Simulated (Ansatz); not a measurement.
# YS: the cost of one run

Computed with Ansatz 0.2.0 through its Python package. Level of theory: DFT r2SCAN, plane waves, PAW.

### Step 1. The structure

YS Fm-3m: Symmetry: Fm-3m, No. 225, cubic system. The conventional cell has a = 5.430 Å, b = 5.430 Å, c = 5.430 Å, α = 90.00°, β = 90.00°, γ = 90.00°. Y (site symmetry m-3m) is surrounded by 6 S at 2.71 Å. Around S (site symmetry m-3m) lie 6 Y at 2.71 Å.

YSe Fm-3m: The structure is cubic, space group Fm-3m (No. 225). Conventional cell: a = 5.700 Å, b = 5.700 Å, c = 5.700 Å, α = 90.00°, β = 90.00°, γ = 90.00°. Around Y (site symmetry m-3m) lie 6 Se at 2.85 Å. Se (site symmetry m-3m) is surrounded by 6 Y at 2.85 Å.

YTe Fm-3m: The structure is cubic, space group Fm-3m (No. 225). The conventional cell has a = 6.030 Å, b = 6.030 Å, c = 6.030 Å, α = 90.00°, β = 90.00°, γ = 90.00°. Y (site symmetry m-3m) has 6 Te at 3.02 Å as nearest neighbours. Te (site symmetry m-3m) is surrounded by 6 Y at 3.02 Å.

The script holds or builds the structure itself.

### Step 2. The code

ys_series.py reads:

```python
"""Element substitution on the rocksalt prototype."""

import csv
import warnings

import ansatz as az
import numpy as np

ECUT = 500
FUNCTIONAL = "r2SCAN"
KSPACING = 0.39
FILLING = "fermi_dirac"
SMEARING_WIDTH = 0.05


def rocksalt(a_site, b_site, a):
    return az.Crystal.rocksalt(a_site, b_site, a=a)


def run_phase(name, crystal, relax=True):
    calc = (
        crystal.calculation()
        .basis(ECUT, density_ratio=6)
        .functional(FUNCTIONAL)
        .eigensolver("davidson")
        .kpoints(spacing=KSPACING)
        .occupations(FILLING, width=SMEARING_WIDTH)
        .stress()
        .band_table()
    )
    if relax:
        calc = calc.relax(force_tolerance=0.01, max_steps=40, cell=True)
    return calc.run(threads=1)

def bulk_modulus(name, outcome, step=0.02):
    # B = -V dP/dV from the pressures of two uniformly scaled cells, atoms held at their fractions
    pressure = []
    for factor in (1 - step, 1.0, 1 + step):
        cell = az.Crystal(lattice=az.Lattice.of(outcome.lattice.cell_ang * factor ** (1 / 3)))
        for site in outcome.report["lattice"]["sites"]:
            cell = cell.atom(site["symbol"], site["position_frac"])
        pressure.append(np.trace(run_phase(name, cell, relax=False).report["stress_gpa"]) / 3)
    slope, bend = (pressure[0] - pressure[2]) / (2 * step), abs(pressure[0] + pressure[2] - 2 * pressure[1])
    # a jump of mesh or basis between the cells shows as a kink: no modulus then
    return float(slope) if bend < 12 * step**2 * abs(slope) + 0.15 and abs(pressure[1]) < 1.5 else float("nan")

def relaxed_twice(name, crystal):
    # the second pass draws mesh and plane waves anew for the relaxed cell
    first = run_phase(name, crystal)
    again = az.Crystal(lattice=az.Lattice.of(first.lattice.cell_ang))
    for site in first.report["lattice"]["sites"]:
        again = again.atom(site["symbol"], site["position_frac"])
    return run_phase(name, again)


def volume_per_atom(outcome):
    return abs(np.linalg.det(outcome.lattice.cell_ang)) / len(outcome.lattice.sites)


def main() -> None:
    # the lattice constants below are starting guesses
    warnings.simplefilter("ignore")

    phases = {}
    phases["YS"] = rocksalt("Y", "S", 5.43)
    phases["YSe"] = rocksalt("Y", "Se", 5.7)
    phases["YTe"] = rocksalt("Y", "Te", 6.03)

    done = {}
    for name, crystal in phases.items():
        try:
            done[name] = relaxed_twice(name, crystal)
        except az.NonConvergedError as error:
            print(name, "did not converge:", str(error)[:120])

    rows = [(name, (4 * len(o.lattice.sites) * volume_per_atom(o)) ** (1 / 3), volume_per_atom(o), bulk_modulus(name, o)) for name, o in done.items()]
    with open("series.csv", "w", newline="") as handle:
        writer = csv.writer(handle)
        writer.writerow(["compound", "a (A)", "V (A^3/atom)", "B (GPa)"])
        writer.writerows([round(v, 4) if isinstance(v, float) else v for v in row] for row in rows)
    print(open("series.csv").read())


if __name__ == "__main__":
    main()
```

### Step 3. The run

The run is started by

```sh
python ys_series.py
```

Q: Estimate wall time and peak memory on 1 thread of Arm Neoverse V1, shared host.

About 1.9 min, with a peak of 0.71 GiB.
